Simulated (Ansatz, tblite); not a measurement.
**Li10 tetrahedron (Li10): rung by rung**

How do method and basis change the picture of Li10 tetrahedron (Li10) (singlet)?

Program: Ansatz 0.2.0, Gaussian basis. Level of theory: as each input shows. These are calculated values, not measurements.

The runs, in order: GFN1-xTB, PBE/def2-TZVP, r2SCAN/def2-TZVP, B97M-V/def2-TZVP, r2SCAN0/def2-TZVP, r2SCANh/def2-TZVP, PBE-QIDH/def2-TZVP, BLYP/def2-TZVP, PBE/def2-SVP, PBE0/def2-SVP, HF/6-31G, B3LYP/6-31G, PBE0/def2-TZVPD, PBE/def2-TZVPD, r2SCAN/def2-TZVPD, CCSD(T)/def2-TZVPP, MP2/def2-TZVP, RPA/def2-TZVP.

## (1) The geometry

The geometry is that of the singlet, from an earlier relaxation (B3LYP/def2-TZVP).

10 atoms, charge 0, spin multiplicity 1.

Bond lengths: Li2–Li4 2.840 Å, Li2–Li5 2.840 Å, Li2–Li7 2.839 Å, Li2–Li8 2.841 Å, Li4–Li5 2.840 Å, Li4–Li7 2.842 Å, Li4–Li9 2.842 Å, Li5–Li8 2.841 Å, Li5–Li9 2.839 Å, Li7–Li8 2.840 Å, Li7–Li9 2.840 Å, Li8–Li9 2.840 Å. Angles: Li4–Li2–Li5 60.0°, Li4–Li2–Li7 60.1°, Li4–Li2–Li8 90.1°, Li5–Li2–Li7 90.0°, Li5–Li2–Li8 60.0°, Li7–Li2–Li8 60.0°, Li2–Li4–Li5 60.0°, Li2–Li4–Li7 60.0°, Li2–Li4–Li9 89.9°, Li5–Li4–Li7 89.9°, Li5–Li4–Li9 59.9°, Li7–Li4–Li9 60.0°, Li2–Li5–Li4 60.0°, Li2–Li5–Li8 60.0°, Li2–Li5–Li9 90.0°, Li4–Li5–Li8 90.0°, Li4–Li5–Li9 60.1°, Li8–Li5–Li9 60.0° and more.

PBE0/def2-TZVP was run before; its log isn't repeated, and its numbers join the tables.

## (2) GFN1-xTB

Tight binding, by tblite at 300 K electronic temperature and without a spin-polarisation term:

```python
tblite.interface.Calculator('GFN1-xTB', numbers, positions, charge=0, uhf=0).singlepoint()
```

Energy -107.1543 eV, HOMO -9.00 eV, LUMO -8.57 eV; 0.006 s.

## (3) PBE/def2-TZVP

start.molden holds the orbitals of an earlier run on this state, given as this run's starting guess.

The input, in.yaml:

```yaml
crystal:
  periodic: [false, false, false]
  atoms:
    - {symbol: Li, position_ang: [-2.207365, -2.194318, -2.211841]}
    - {symbol: Li, position_ang: [-0.008722, 0.006924, -2.002751]}
    - {symbol: Li, position_ang: [2.190160, 2.210679, -2.194542]}
    - {symbol: Li, position_ang: [-0.005267, -2.007927, -0.001467]}
    - {symbol: Li, position_ang: [1.998914, 0.004498, 0.005504]}
    - {symbol: Li, position_ang: [2.204111, -2.205659, 2.196840]}
    - {symbol: Li, position_ang: [-2.016983, -0.000598, 0.003940]}
    - {symbol: Li, position_ang: [-0.012910, 2.010983, 0.010549]}
    - {symbol: Li, position_ang: [-0.008589, -0.002790, 2.012424]}
    - {symbol: Li, position_ang: [-2.216349, 2.202008, 2.210843]}
basis:
  gaussian: {orbitals: def2-TZVP, initial_orbitals: start.molden}
hamiltonian: {xc: pbe}
scf: {omitted_lower_state_checks: [starts]}
output: {forces: true, orbitals: {seedname: orbitals}}
```

On the command line:

```sh
$ ansatz run in.yaml --threads 4 --pin off --events-out ev --progress --plain --max-ram 3916MiB
```

The runs that follow: r2SCAN/def2-TZVP; B97M-V/def2-TZVP; r2SCAN0/def2-TZVP; r2SCANh/def2-TZVP; PBE-QIDH/def2-TZVP; BLYP/def2-TZVP; PBE/def2-SVP; PBE0/def2-SVP; HF/6-31G; B3LYP/6-31G; PBE0/def2-TZVPD; PBE/def2-TZVPD; r2SCAN/def2-TZVPD; CCSD(T)/def2-TZVPP; MP2/def2-TZVP; RPA/def2-TZVP.

**Question.** What will the summary of the whole plan be? Wanted: gap in def2-TZVP, named functionals, smallest and largest; correlation energy, CCSD(T)/def2-TZVPP; correlation energy, MP2/def2-TZVP; binding an atom, CCSD(T)/def2-TZVPP; PBE0 total energy, smallest basis above largest.

As calculated:

| quantity | value |
| --- | --- |
| gap in def2-TZVP, named functionals, smallest and largest | 0.31 eV (PBE), 1.17 eV (r2SCAN0) |
| correlation energy, CCSD(T)/def2-TZVPP | -15.39 eV |
| correlation energy, MP2/def2-TZVP | -11.85 eV |
| binding an atom, CCSD(T)/def2-TZVPP | 0.892 eV |
| PBE0 total energy, smallest basis above largest | 1.76 eV (def2-SVP, def2-TZVPD) |

In words: Over the named functionals in def2-TZVP the gap runs from 0.31 eV (PBE) to 1.17 eV (r2SCAN0); exact exchange widens it. A small miss in a minimal or small basis is a cancelling of errors, not accuracy. The functionals in def2-TZVP miss CCSD(T)/def2-TZVPP by -0.103 (PBE-QIDH) to +0.040 eV (B97M-V) an atom. CCSD(T)/def2-TZVPP isn't at the basis-set limit; small misses against it rank nothing.
